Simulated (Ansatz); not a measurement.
**Ge: an axial (c/a) deformation path**

An exercise on one series of results from a longer session: the logs are not shown, and one member is left open.

Computed with Ansatz 0.2.0 (DFT r2SCAN, scalar-relativistic, plane waves, PAW, unless a step's input says otherwise).

**The structure to begin with**

Symmetry: Cmmm, No. 65, orthorhombic system. Conventional cell: a = 2.794 Å, b = 5.201 Å, c = 2.698 Å, α = 90.00°, β = 90.00°, γ = 90.00°. Around Ge (site symmetry mmm) lie 8 Ge at 2.70 to 2.95 Å.

Structure file:

```
CELL_PARAMETERS angstrom
1.39715 -2.60052 0.00000
1.39715 2.60052 0.00000
0.00000 0.00000 2.69823
ATOMIC_POSITIONS crystal
Ge 0.50000 0.50000 0.00000
```

It goes back to an entry of the Materials Project, which need not be the stable form.

The cell is taken as given, not relaxed at this level.

**The reference cell**

Reference values: F = -4302.5070 eV; pressure -3.16 GPa; largest force 0.000 eV/Å; gap on the mesh none (metal). It was computed beforehand with the settings of the runs below.

Set-up of the first run:

At fixed volume and fractional coordinates, lengths along (0.000, 0.000, 1.000) are scaled against those across it; ρ is that ratio over its starting value.

File input.yaml:

```yaml
crystal:
  lattice:
    - [1.4749243616, -2.7452794234, 0.0]
    - [1.4749243616, 2.7452794234, 0.0]
    - [0.0, 0.0, 2.4211688516]
  atoms:
    - { symbol: Ge, position: [0.5, 0.5, 0.0] }
basis:
  ecutwfc: 500
kpoints:
  mp_grid: { grid: [22, 22, 20] }
hamiltonian:
  xc: r2scan
scf:
  occupations: { method: gaussian, width: 0.15 }
output:
  forces: true
  stress: true
  eigenvalues: true
```

Started as:

```console
> ansatz run input.yaml --threads 1 --pin off --max-ram 2560MiB --backend cpu --events-out ev --progress --plain --runs-dir out
```

Among the steps run: At ρ = 0.850; Point ρ = 1.200; ρ = 0.920; Point ρ = 1.100; At ρ = 0.960; At ρ = 1.050; Point ρ = 0.800; At ρ = 1.300.

One of the session's tables, all rows but one given; the rest of the session is left out.

It belongs to the step «The scan collected». The scan, with free energies counted from the undisturbed cell:

```
    ρ  ΔE (meV/atom)  pressure (GPa)
0.800          360.1             5.0
0.850              ?               ?
0.920           41.4            -2.2
0.960            7.5            -3.0
1.000            0.0            -3.2
1.050           18.1            -2.7
1.100           59.7            -1.7
1.200          185.2             1.5
1.300          343.0             6.0
```

**Question.** Estimate the row for ρ = 0.850.

Worked estimate for «ΔE (meV/atom)». A straight line through the neighbours (0.800, 360.1) and (0.920, 41.4) gives 360.1 + (41.4 − 360.1) × (0.850 − 0.800) / (0.920 − 0.800) = 227.3; a parabola fitted to 3 rows on both sides gives 187.8.

**Answer.** ΔE (meV/atom): 179.4; pressure (GPa): 0.7. In «ΔE (meV/atom)» the line misses by +47.9 and the parabola by +8.4.
